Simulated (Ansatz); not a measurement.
This script makes a convergence test of the plane-wave cutoff of Cu3Pt, space group Pm-3m with Ansatz's Python interface.

The script, `run_ecut.py`:
```python
# -*- coding: utf-8 -*-
"""Cutoff test for Cu3Pt."""

import warnings

import ansatz as az

warnings.simplefilter("ignore", az.DeckWarning)

cu3pt = (
    az.Lattice.from_parameters(3.71, 3.71, 3.71, alpha=90.0, beta=90.0, gamma=90.0)
    .atom("Cu", [0.0, 0.5, 0.5])
    .atom("Cu", [0.5, 0.0, 0.5])
    .atom("Cu", [0.5, 0.5, 0.0])
    .atom("Pt", [0.0, 0.0, 0.0])
)

calc = (
    cu3pt.calculation()
    .functional("lda")
    .kpoints(6, 6, 6)
    .occupations("fermi_dirac", width=0.1)
    .forces()
    .stress()
)

rows = []
for value in [250, 300, 350, 400, 450, 500]:
    data = calc.basis(value).run(threads=1).report
    rows.append((value, data["free_energy_ev"] / len(data["lattice"]["sites"]), data["n_iterations"], sum(data["stress_gpa"][i][i] for i in range(3)) / 3, max(abs(f) for row in data["forces_ev_ang"] for f in row), data["n_pw"]))

print(" cutoff (eV)   F/atom (eV)    iterations       P (GPa)  max component (eV/A)   plane waves")
for row in rows:
    print(f"{str(row[0]):>12s}  {row[1]:12.5f}  {row[2]:12d}  {row[3]:12.3f}  {row[4]:20.4f}  {row[5]:12d}")

# the last row is the reference
for row in rows[:-1]:
    shift = 1000 * (row[1] - rows[-1][1])
    print(f"{row[0]}: {shift:+.2f} meV/atom" + ("  (within 1 meV)" if abs(shift) < 1 else ""))
```

How fast does the energy converge with the cutoff (threshold 1 meV an atom)?

From 450 eV on it stays within 1 meV an atom of the value at 500 eV; the first row (250 eV) is off by 2342.6 meV and the last but one by 0.66 meV. The energy falls steadily, as expected when plane waves are added. The pressure moves from -1.38 to -12.45 GPa (the program's stress holds a Pulay correction, so it settles early).

What the script printed:

```console
$ python run_ecut.py
 cutoff (eV)   F/atom (eV)    iterations       P (GPa)  max component (eV/A)   plane waves
         250   -7975.80049             7        -1.385                0.0000           461
         300   -7977.88991             7       -11.469                0.0000           619
         350   -7978.12660             7       -12.363                0.0000           751
         400   -7978.14118             8       -12.430                0.0000           925
         450   -7978.14240             8       -12.445                0.0000          1141
         500   -7978.14306             8       -12.450                0.0000          1309
250: +2342.57 meV/atom
300: +253.15 meV/atom
350: +16.45 meV/atom
400: +1.88 meV/atom
450: +0.66 meV/atom  (within 1 meV)
```

What to keep in mind:
- Spin is left out of this run.
- The mesh is modest for a metal, so energies can be off by several to tens of meV an atom and pressures by half a GPa or more; differences at equal mesh fare better.
- Forces vanish by symmetry here and test nothing.
- Pressure is positive in compression.
- Spin-orbit coupling, which matters for elements this heavy, is left out.
- The structure is a deposited one; some such entries were measured under pressure or heat, so a shift against it needn't be the functional's error alone.
- Shifts are counted from the last row, which is itself no proven limit.
- The script silences the warnings on its input, which a real study should read.
- Timing: 6.9 s on 1 thread of Intel(R) Xeon(R) 6975P-C (Granite Rapids), with other jobs on the host, peak memory 0.44 GiB.
